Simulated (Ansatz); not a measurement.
**CaI2: pressure up to the limit of the methods**

The task here is to estimate one member of a computed series from the others.

Program: Ansatz 0.2.0. Level of theory: DFT, LDA, PAW with Ansatz's default frozen-core files, scalar-relativistic. These are calculated values, not measurements.

## The system as given

The structure is trigonal, space group P-3m1 (No. 164). The conventional cell has a = 4.529 Å, b = 4.529 Å, c = 7.210 Å, α = 90.00°, β = 90.00°, γ = 120.00°. Ca (site symmetry -3m) is surrounded by 6 I at 3.15 Å. I (site symmetry 3m) has 3 Ca at 3.15 Å as nearest neighbours.

Structure file:

```
CELL_PARAMETERS angstrom
4.52897 0.00000 0.00000
-2.26448 3.92220 0.00000
0.00000 0.00000 7.20983
ATOMIC_POSITIONS crystal
Ca 0.00000 0.00000 0.00000
I 0.33333 0.66667 0.24430
I 0.66667 0.33333 0.75570
```

Whether this phase is the stable one at these pressures isn't tested.

Atoms are numbered in the order of the input: Ca1, I2, I3.

The first run:

input.yaml

```yaml
crystal:
  lattice:
    - [4.528965535, 0.0, 0.0]
    - [-2.2644827675, 3.9221992062, 0.0]
    - [0.0, 0.0, 7.20982996]
  atoms:
    - { symbol: Ca, position: [0.0, 0.0, 0.0] }
    - { symbol: I, position: [0.3333333333, 0.6666666667, 0.24430237] }
    - { symbol: I, position: [0.6666666667, 0.3333333333, 0.75569763] }
kpoints:
  mp_grid: { grid: [7, 7, 4] }
scf:
  occupations: { method: fermi_dirac, width: 0.03 }
hamiltonian:
  xc: lda
  pseudopotentials: { kind: paw }
output:
  forces: true
  stress: true
  write_density: true
  write_potential: true
  elf: true
  volumetric_format: npy
relax:
  f_tol: 0.01
  max_steps: 30
  cell: { stress_tol: 0.05, fix: [volume] }
```

The run is started by

```console
$ ansatz run input.yaml --threads 1 --pin off --max-ram 3072MiB --backend cpu --events-out ev --progress --plain --runs-dir out
```

Among the steps run: Shape and atoms relaxed at the given volume, PAW; Volume scaled by 1, PAW; Shape and atoms relaxed at 0.8 of the volume, PAW; Volume scaled by 0.8, PAW; Shape and atoms relaxed at 0.6 of the volume, PAW; Volume scaled by 0.6, PAW; Shape and atoms relaxed at 0.55 of the volume, PAW; More of the same log: shape and atoms relaxed at 0.55 of the volume; Volume scaled by 0.55, PAW.

One of the session's tables, all rows but one given; the rest of the session is left out.

```
method  volume over the first  volume (Å³/atom)  pressure (GPa)  gap (eV)  largest force (eV/Å)
   PAW                      1            42.691           -0.73      3.61                 0.009
   PAW                    0.8            34.152            1.67      2.83                 0.005
   PAW                    0.6            25.614           17.17      1.72                 0.001
   PAW                   0.55                 ?               ?         ?                     ?
```

Q: Estimate the row for PAW, 0.55 from the others.

As computed: volume (Å³/atom): 23.480; pressure (GPa): 26.08; gap (eV): 1.16; largest force (eV/Å): 0.001. In the column «volume (Å³/atom)» it is the lowest.

To keep in mind: Warnings in the runs' records: gradients without spin orbit.
